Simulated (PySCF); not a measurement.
**A gas-phase reaction: GaH3O3 + H2 → GaH3O2 + H2O**

Wanted: the reaction energy for `[OH][Ga]([OH])[OH]` + `[H][H]` → `[OH][GaH][OH]` + `O`.

Programs: PySCF 2.14.0. All values are calculated, for the isolated system unless a continuum is named. Atoms count from 0, parts from 1.

## 1. The system as given

Each species was relaxed by itself at PBE0-D3(BJ)/def2-SVPD.

## 2. Reaction energy: wB97M-D3(BJ)/def2-TZVPD

Job settings and geometry (Å):

```
{"job": {"kind": "react", "xc": "wB97M-D3(BJ)", "basis": "def2-TZVPD"}, "charge": 0, "multiplicity": 1}
-1 GaH3O3 charge 0 multiplicity 1
O     -0.237220    -0.048050     1.884020
Ga    -0.056270     0.090640     0.125770
O      1.123250    -0.980260    -0.686450
O     -1.074810     1.297820    -0.694020
H      0.330750    -0.710960     2.286500
H      1.209050    -0.891580    -1.638770
H     -0.970630     1.365310    -1.646160

-1 H2 charge 0 multiplicity 1
H      0.379410    -0.009980     0.023970
H     -0.379410     0.009980    -0.023970

+1 GaH3O2 charge 0 multiplicity 1
O     -1.053600     1.149200    -0.066250
Ga     0.172230     0.053370     0.647270
O      0.932520    -1.187410    -0.399690
H     -1.268590     1.025140    -0.994160
H      0.563720     0.177330     2.131170
H      0.653720    -1.217640    -1.318330

+1 H2O charge 0 multiplicity 1
O      0.001060     0.389010     0.017320
H      0.762370    -0.196510    -0.009860
H     -0.763420    -0.192460    -0.007470
```

With the program's defaults for keys left out, this is: wB97M-D3(BJ)/def2-TZVPD reaction energy of separated species, gas phase.

Launch:

```sh
$ OMP_NUM_THREADS=1 python cluster_run.py task.json out
```

This one command runs all jobs of the session in turn.

Output:

```text
species 1 (GaH3O3)
coarse grid: 30376 points
cycle   1  E = -2152.3293250435  dE = -2.242e-01  |g| = 1.298e+00  |ddm| = 2.164e+00
cycle   2  E = -2152.2220950485  dE =  1.072e-01  |g| = 1.632e+00  |ddm| = 1.877e+00
cycle   3  E = -2152.6006151348  dE = -3.785e-01  |g| = 5.119e-02  |ddm| = 9.899e-01
cycle   4  E = -2152.6011771925  dE = -5.621e-04  |g| = 2.268e-02  |ddm| = 5.515e-02
cycle   5  E = -2152.6012588190  dE = -8.163e-05  |g| = 1.440e-02  |ddm| = 2.523e-02
cycle   6  E = -2152.6012962905  dE = -3.747e-05  |g| = 2.122e-03  |ddm| = 1.032e-02
cycle   7  E = -2152.6012979507  dE = -1.660e-06  |g| = 1.429e-03  |ddm| = 3.133e-03
final grid: 63032 points
cycle   8  E = -2152.6012821328  dE = -7.039e-08  |g| = 1.603e-03  |ddm| = 2.693e-03
cycle   9  E = -2152.6012820030  dE =  1.297e-07  |g| = 1.879e-03  |ddm| = 1.750e-03
cycle  10  E = -2152.6012824579  dE = -4.549e-07  |g| = 1.237e-04  |ddm| = 9.576e-04
cycle  11  E = -2152.6012824607  dE = -2.730e-09  |g| = 3.388e-05  |ddm| = 8.725e-05
cycle  12  E = -2152.6012824616  dE = -9.049e-10  |g| = 3.015e-06  |ddm| = 8.903e-05
converged SCF energy = -2152.6012824616

species 2 (H2)
coarse grid: 4944 points
cycle   1  E = -1.1694182934  dE = -2.751e-01  |g| = 9.861e-03  |ddm| = 4.504e-01
cycle   2  E = -1.1694525259  dE = -3.423e-05  |g| = 1.161e-03  |ddm| = 9.676e-03
cycle   3  E = -1.1694532081  dE = -6.822e-07  |g| = 1.815e-04  |ddm| = 1.918e-03
final grid: 10744 points
cycle   4  E = -1.1694522730  dE = -2.395e-08  |g| = 4.105e-05  |ddm| = 3.862e-04
cycle   5  E = -1.1694522743  dE = -1.263e-09  |g| = 9.603e-06  |ddm| = 9.152e-05
cycle   6  E = -1.1694522744  dE = -7.487e-11  |g| = 3.020e-07  |ddm| = 2.864e-05
converged SCF energy = -1.1694522744

species 3 (GaH3O2)
coarse grid: 25192 points
cycle   1  E = -2077.0631545038  dE = -3.689e-01  |g| = 1.180e+00  |ddm| = 1.859e+00
cycle   2  E = -2076.9475624330  dE =  1.156e-01  |g| = 1.528e+00  |ddm| = 1.652e+00
cycle   3  E = -2077.2877585824  dE = -3.402e-01  |g| = 4.329e-02  |ddm| = 9.044e-01
cycle   4  E = -2077.2883367844  dE = -5.782e-04  |g| = 1.987e-02  |ddm| = 6.622e-02
cycle   5  E = -2077.2884173280  dE = -8.054e-05  |g| = 1.006e-02  |ddm| = 2.229e-02
cycle   6  E = -2077.2884315047  dE = -1.418e-05  |g| = 1.783e-03  |ddm| = 9.424e-03
cycle   7  E = -2077.2884326555  dE = -1.151e-06  |g| = 2.727e-04  |ddm| = 3.069e-03
final grid: 51824 points
cycle   8  E = -2077.2884207225  dE = -8.656e-08  |g| = 2.201e-04  |ddm| = 1.814e-03
cycle   9  E = -2077.2884207264  dE = -3.894e-09  |g| = 2.231e-04  |ddm| = 2.971e-04
cycle  10  E = -2077.2884207322  dE = -5.775e-09  |g| = 2.193e-05  |ddm| = 1.199e-04
cycle  11  E = -2077.2884207325  dE = -3.183e-10  |g| = 1.088e-05  |ddm| = 4.490e-05
converged SCF energy = -2077.2884207325

species 4 (H2O)
coarse grid: 10128 points
cycle   1  E = -76.4117507074  dE = -7.453e-02  |g| = 5.872e-01  |ddm| = 8.994e-01
cycle   2  E = -76.4087441204  dE =  3.007e-03  |g| = 6.461e-01  |ddm| = 5.038e-01
cycle   3  E = -76.4759341729  dE = -6.719e-02  |g| = 2.731e-02  |ddm| = 2.374e-01
cycle   4  E = -76.4760593748  dE = -1.252e-04  |g| = 5.497e-03  |ddm| = 1.609e-02
cycle   5  E = -76.4760680516  dE = -8.677e-06  |g| = 8.214e-04  |ddm| = 5.832e-03
final grid: 21952 points
cycle   6  E = -76.4760630643  dE = -1.976e-07  |g| = 5.844e-04  |ddm| = 1.372e-03
cycle   7  E = -76.4760630711  dE = -6.854e-09  |g| = 6.466e-04  |ddm| = 6.468e-04
cycle   8  E = -76.4760631348  dE = -6.364e-08  |g| = 3.200e-05  |ddm| = 2.236e-04
cycle   9  E = -76.4760631356  dE = -8.237e-10  |g| = 4.136e-06  |ddm| = 1.104e-04
converged SCF energy = -76.4760631356

Reaction energy = 4.160 kcal/mol
```

Wall time 21 s (1 thread of Arm Neoverse V2, shared host); peak memory 0.69 GiB.

Species by species (with the dispersion term, which the log's SCF energies lack):

```
 ν             species  energy (Eh)  HOMO (eV)
-1  [OH][Ga]([OH])[OH]  -2152.60544     -11.56
-1              [H][H]     -1.16967     -14.48
+1       [OH][GaH][OH]  -2077.29166     -11.36
+1                   O    -76.47682     -11.72
```

## 3. Reaction energy: PBE0-D3(BJ)/def2-TZVPD

Settings changed since step 2:

```diff
@@ -1,2 +1,2 @@
-{"job": {"kind": "react", "xc": "wB97M-D3(BJ)", "basis": "def2-TZVPD"}, "charge": 0, "multiplicity": 1}
+{"job": {"kind": "react", "xc": "PBE0", "basis": "def2-TZVPD", "disp": "d3bj"}, "charge": 0, "multiplicity": 1}
 -1 GaH3O3 charge 0 multiplicity 1
```

With the program's defaults for keys left out, this is: PBE0-D3(BJ)/def2-TZVPD reaction energy of separated species, gas phase.

Output:

```text
species 1 (GaH3O3)
coarse grid: 30376 points
cycle   1  E = -2151.6954843479  dE = -4.446e-02  |g| = 1.474e+00  |ddm| = 2.235e+00
cycle   2  E = -2150.9240882541  dE =  7.714e-01  |g| = 2.568e+00  |ddm| = 2.763e+00
cycle   3  E = -2152.0324639605  dE = -1.108e+00  |g| = 1.271e-01  |ddm| = 1.915e+00
cycle   4  E = -2152.0340038013  dE = -1.540e-03  |g| = 1.016e-01  |ddm| = 1.353e-01
cycle   5  E = -2152.0353812129  dE = -1.377e-03  |g| = 2.458e-02  |ddm| = 6.745e-02
cycle   6  E = -2152.0354824877  dE = -1.013e-04  |g| = 6.000e-03  |ddm| = 1.868e-02
cycle   7  E = -2152.0354873951  dE = -4.907e-06  |g| = 1.605e-03  |ddm| = 4.723e-03
final grid: 63032 points
cycle   8  E = -2152.0354892293  dE =  4.065e-07  |g| = 2.399e-03  |ddm| = 2.817e-03
cycle   9  E = -2152.0354876841  dE =  1.545e-06  |g| = 3.870e-03  |ddm| = 3.671e-03
cycle  10  E = -2152.0354900982  dE = -2.414e-06  |g| = 4.112e-04  |ddm| = 2.386e-03
cycle  11  E = -2152.0354901211  dE = -2.288e-08  |g| = 4.205e-05  |ddm| = 2.481e-04
cycle  12  E = -2152.0354901214  dE = -2.951e-10  |g| = 1.530e-05  |ddm| = 3.926e-05
converged SCF energy = -2152.0354901214

species 2 (H2)
coarse grid: 1240 points
cycle   1  E = -1.1670656823  dE = -2.327e-01  |g| = 2.266e-02  |ddm| = 4.588e-01
cycle   2  E = -1.1672531592  dE = -1.875e-04  |g| = 3.233e-03  |ddm| = 1.897e-02
cycle   3  E = -1.1672576162  dE = -4.457e-06  |g| = 9.767e-05  |ddm| = 2.761e-03
final grid: 10744 points
cycle   4  E = -1.1681372792  dE = -1.914e-06  |g| = 2.724e-04  |ddm| = 1.554e-03
cycle   5  E = -1.1681373072  dE = -2.807e-08  |g| = 3.979e-05  |ddm| = 2.443e-04
cycle   6  E = -1.1681373079  dE = -6.274e-10  |g| = 1.237e-06  |ddm| = 3.085e-05
converged SCF energy = -1.1681373079

species 3 (GaH3O2)
coarse grid: 25192 points
cycle   1  E = -2076.5560334237  dE = -2.401e-01  |g| = 1.303e+00  |ddm| = 1.940e+00
cycle   2  E = -2075.8624899256  dE =  6.935e-01  |g| = 2.340e+00  |ddm| = 2.335e+00
cycle   3  E = -2076.8114181421  dE = -9.489e-01  |g| = 1.697e-01  |ddm| = 1.680e+00
cycle   4  E = -2076.8157031393  dE = -4.285e-03  |g| = 8.843e-02  |ddm| = 1.495e-01
cycle   5  E = -2076.8163897377  dE = -6.866e-04  |g| = 1.151e-02  |ddm| = 4.628e-02
cycle   6  E = -2076.8164135277  dE = -2.379e-05  |g| = 2.197e-03  |ddm| = 1.019e-02
cycle   7  E = -2076.8164144247  dE = -8.969e-07  |g| = 1.334e-04  |ddm| = 1.593e-03
final grid: 51824 points
cycle   8  E = -2076.8163973395  dE = -6.000e-08  |g| = 1.545e-04  |ddm| = 2.738e-03
cycle   9  E = -2076.8163973324  dE =  7.085e-09  |g| = 2.552e-04  |ddm| = 2.681e-04
cycle  10  E = -2076.8163973438  dE = -1.139e-08  |g| = 1.974e-05  |ddm| = 1.588e-04
cycle  11  E = -2076.8163973438  dE = -6.048e-11  |g| = 1.040e-05  |ddm| = 2.053e-05
converged SCF energy = -2076.8163973438

species 4 (H2O)
coarse grid: 2328 points
cycle   1  E = -76.3044361159  dE = -5.294e-03  |g| = 6.571e-01  |ddm| = 9.011e-01
cycle   2  E = -76.1882161226  dE =  1.162e-01  |g| = 1.036e+00  |ddm| = 7.256e-01
cycle   3  E = -76.3820381002  dE = -1.938e-01  |g| = 3.132e-02  |ddm| = 4.396e-01
cycle   4  E = -76.3822203996  dE = -1.823e-04  |g| = 5.864e-03  |ddm| = 1.606e-02
cycle   5  E = -76.3822255385  dE = -5.139e-06  |g| = 7.850e-04  |ddm| = 2.507e-03
final grid: 21952 points
cycle   6  E = -76.3808945268  dE = -1.507e-05  |g| = 3.437e-03  |ddm| = 9.321e-03
cycle   7  E = -76.3808925767  dE =  1.950e-06  |g| = 4.735e-03  |ddm| = 3.309e-03
cycle   8  E = -76.3808962649  dE = -3.688e-06  |g| = 2.523e-04  |ddm| = 1.958e-03
cycle   9  E = -76.3808962756  dE = -1.065e-08  |g| = 2.401e-05  |ddm| = 1.102e-04
cycle  10  E = -76.3808962757  dE = -1.123e-10  |g| = 3.286e-06  |ddm| = 1.515e-05
converged SCF energy = -76.3808962757

Reaction energy = 4.269 kcal/mol
```

Run time: 10 s. Hardware: 1 thread of Arm Neoverse V2, shared host; peak memory 0.62 GiB.

Reaction energy at this level: 4.27 kcal/mol.

## 4. Side by side

Energies in kcal/mol, with wall time:

```
                    run  reaction  time
wB97M-D3(BJ)/def2-TZVPD      4.16  21 s
 PBE0-D3(BJ)/def2-TZVPD      4.27  10 s
```

## 5. Summary of results

| quantity | value |
| --- | --- |
| reaction energy (wB97M-D3(BJ)/def2-TZVPD) | 4.16 kcal/mol |
| ΔH, ΔG at 298 K (xTB thermal terms) | +6.9, +5.0 kcal/mol |
| range of the reaction energy over the runs of this table | 4.16 to 4.27 kcal/mol |

**Reading.** The reaction is endothermic by 6.9 kcal/mol in the gas phase; dispersion gives +0.24, and xTB itself gave 2.87 for the electronic energy (xTB energies and thermal terms come from the earlier relaxation of each species, not shown). No barrier was sought. The reaction energy runs from 4.16 (wB97M-D3(BJ)/def2-TZVPD) to 4.27 kcal/mol (PBE0-D3(BJ)/def2-TZVPD).
